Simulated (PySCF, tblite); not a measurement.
# C₆H₅F₃O: geometry, infrared bands and NMR shifts

Aim: predict the infrared bands and NMR shifts of C₆H₅F₃O (`FC/C(F)=C1\C=C(F)CO1`).

Computed with tblite 0.8.0 and PySCF 2.14.0, with density-fitted response routines of our own, on a single molecule in the gas phase. Atoms are numbered from 0 throughout.

### Step 1. Starting geometry

15 atoms, charge 0, multiplicity 1; geometry from: force field or distance geometry start.

Bonds of the start (Å): F0–C1 1.39, C1–C2 1.48, C2–F3 1.34, C2–C4 1.33, C4–C5 1.47, C5–C6 1.31, C6–F7 1.36, C6–C8 1.49, C8–O9 1.40, O9–C4 1.39, C1–H10 1.13, C1–H11 1.09, C5–H12 1.07, C8–H13 1.13, C8–H14 1.12.

### Step 2. Geometry optimisation with GFN2-xTB

The job: settings as JSON, then the geometry in Å.

```
{"job": {"kind": "relax", "xc": "GFN2-xTB", "basis": "xTB"}, "charge": 0, "multiplicity": 1}
F      3.082100     1.142500     1.007000
C      2.382700     0.429900     0.045400
C      1.352000    -0.461300     0.622600
F      1.702500    -1.420300     1.489200
C      0.055100    -0.366200     0.327400
C     -0.482800     0.625400    -0.608000
C     -1.779600     0.424300    -0.660200
F     -2.669900     1.139200    -1.406400
C     -2.196000    -0.703100     0.216300
O     -0.996800    -1.138200     0.794800
H      3.115900    -0.250500    -0.477900
H      1.993700     1.084400    -0.730300
H      0.023000     1.396600    -1.156100
H     -2.630900    -1.494600    -0.464200
H     -2.955300    -0.400100     0.978600
```

On the command line:

```
> OMP_NUM_THREADS=1 python probes_run.py task.json out
```

One launch serves the whole session: the jobs run in the order shown.

**Question.** This job is followed by: GFN2-xTB harmonic vibrations, gas phase; GIAO PBE0/pcSseg-1 NMR shielding, non-relativistic, gas phase. What will the session give for the following? strongest single infrared mode (GFN2-xTB); zero-point energy (GFN2-xTB); 13C shifts against TMS (PBE0/pcSseg-1); 1H shifts against TMS (PBE0/pcSseg-1, means over atoms taken as alike); 19F shifts against CFCl3 (PBE0/pcSseg-1); 17O shifts against H2O (PBE0/pcSseg-1).

As calculated:

| quantity | value |
| --- | --- |
| strongest single infrared mode (GFN2-xTB) | 1682 cm⁻¹, 180 km/mol |
| zero-point energy (GFN2-xTB) | 61.8 kcal/mol |
| 13C shifts against TMS (PBE0/pcSseg-1) | 173.3, 153.4, 145.5, 106.3, 83.6, 74.5 ppm |
| 1H shifts against TMS (PBE0/pcSseg-1, means over atoms taken as alike) | 6.03, 5.50, 5.11 ppm |
| 19F shifts against CFCl3 (PBE0/pcSseg-1) | -133.0, -156.6, -248.1 ppm |
| 17O shifts against H2O (PBE0/pcSseg-1) | 103.5 ppm |

What this shows: The optimisation took 89 steps and gained 0.405 eV; among the close pairs (by a distance rule), C6–F7 changed most, from 1.364 to 1.329 Å. All 39 modes are real, so the xTB geometry is a minimum. The strongest single mode, at 1682 cm⁻¹, moves mainly C6 and C5. GFN2-xTB is a fitted tight-binding method: band positions and strengths are rough. Its intensities can rank the bands wrongly. H12 (hydrogen on an alkene CH) lies farthest downfield among hydrogen, at 6.03 ppm; a vinylic proton, deshielded by the sp2 carbon and the C=C anisotropy. At PBE0/pcSseg-1: The largest span, 252 ppm, is at F7, where the paramagnetic term is -166 ppm.
